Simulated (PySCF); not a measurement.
**RhCl₃: relaxation and vibrations of the triplet**

Where does triplet RhCl₃ go from a PBE0 minimum start, is the end point a minimum, and what are its modes, charges and moments?

Program: PySCF 2.14.0. Level of theory: PBE0, basis Rh def2-SVP with ECP28, Cl def2-SVP, scalar-relativistic core potentials, no spin–orbit coupling, density fitting. These are calculated values, not measurements.

### Step 1. The starting structure

4 atoms, charge 0, spin multiplicity 3.

Bond lengths: Rh1–Cl2 2.199 Å, Rh1–Cl3 2.202 Å, Rh1–Cl4 2.202 Å. Angles: Cl2–Rh1–Cl3 102.2°, Cl2–Rh1–Cl4 102.2°, Cl3–Rh1–Cl4 155.5°.

Coordinates in bohr (charge 0 multiplicity 3):
```
Rh    0.0000    0.0000   -0.4020
Cl    0.0000    0.0000    3.7538
Cl    4.0674    0.0000   -1.2847
Cl   -4.0674    0.0000   -1.2847
```

### Step 2. First SCF at the start

One driver script runs all steps and calls PySCF; scf.py shows how it sets up the SCF of each step. The optimiser is the driver's own. After this first run the driver tries any further starts and a stability analysis.

Input file scf.py:

```python
from pyscf import gto, scf, dft
mol = gto.M(atom='''
Rh     0.000000     0.000000    -0.212721
Cl    -0.000000    -0.000000     1.986439
Cl     2.152358    -0.000000    -0.679852
Cl    -2.152358     0.000000    -0.679852''',
    basis={'Rh': 'def2-SVP', 'Cl': 'def2-SVP'},
    ecp={'Rh': 'def2-SVP'},
    charge=0, spin=2)
mf = dft.UKS(mol, xc='PBE0')
mf.grids.atom_grid = (50, 194)
aux = {'Rh': 'def2-universal-JKFIT', 'Cl': 'def2-universal-JKFIT'}
mf = mf.density_fit(auxbasis=aux)
mf.conv_tol = 1e-08
mf.diis_space = 10
mf.max_cycle = 60
mf.init_guess = 'minao'
mf.verbose = 4
mf.kernel()
```

Command:

```sh
$ OMP_NUM_THREADS=2 python axn.py task.json out
```

The runs that follow: Relaxation: PBE0 minimum start, triplet; Frequencies.

**Question.** What will these runs give? Wanted: minimum; geometry; wavenumbers; dipole moment; highest occupied, lowest empty level; polar-tensor charge of Rh1; zero-point energy; atomisation energy; ⟨S²⟩.

The runs gave:

| quantity | value |
| --- | --- |
| minimum | triplet, C2v |
| geometry | Rh–Cl 2.198 Å, Rh–Cl 2.201 Å (×2); Cl–Rh–Cl 102.4° (×2), Cl–Rh–Cl 155.1° |
| wavenumbers (cm⁻¹) | 93 (b1), 110 (b2), 114 (a1), 365 (a1), 401 (a1), 434 (b2) |
| dipole moment | 1.00 D |
| highest occupied, lowest empty level (either spin) | -8.21, -5.37 eV |
| polar-tensor charge of Rh1 | +1.17 e |
| zero-point energy | 9.1 kJ/mol |
| entropy at 298.15 K | 352.9 J/(mol K) |
| atomisation energy (no zero-point energy) | 840 kJ/mol |
| ⟨S²⟩ | 2.032 |

What this shows: The PBE0 minimum start keeps its C2v symmetry and ends in a minimum. In the infrared the band at 434 cm⁻¹ (b2, stretch) leads. Most of the spin sits on Rh1 (Mulliken spin 1.36, against 2 for the whole molecule). Only this shape and spin were tried, so other structures or states may lie lower. Open d and f shells are described by one determinant, and the ground state may have another occupation or spin.
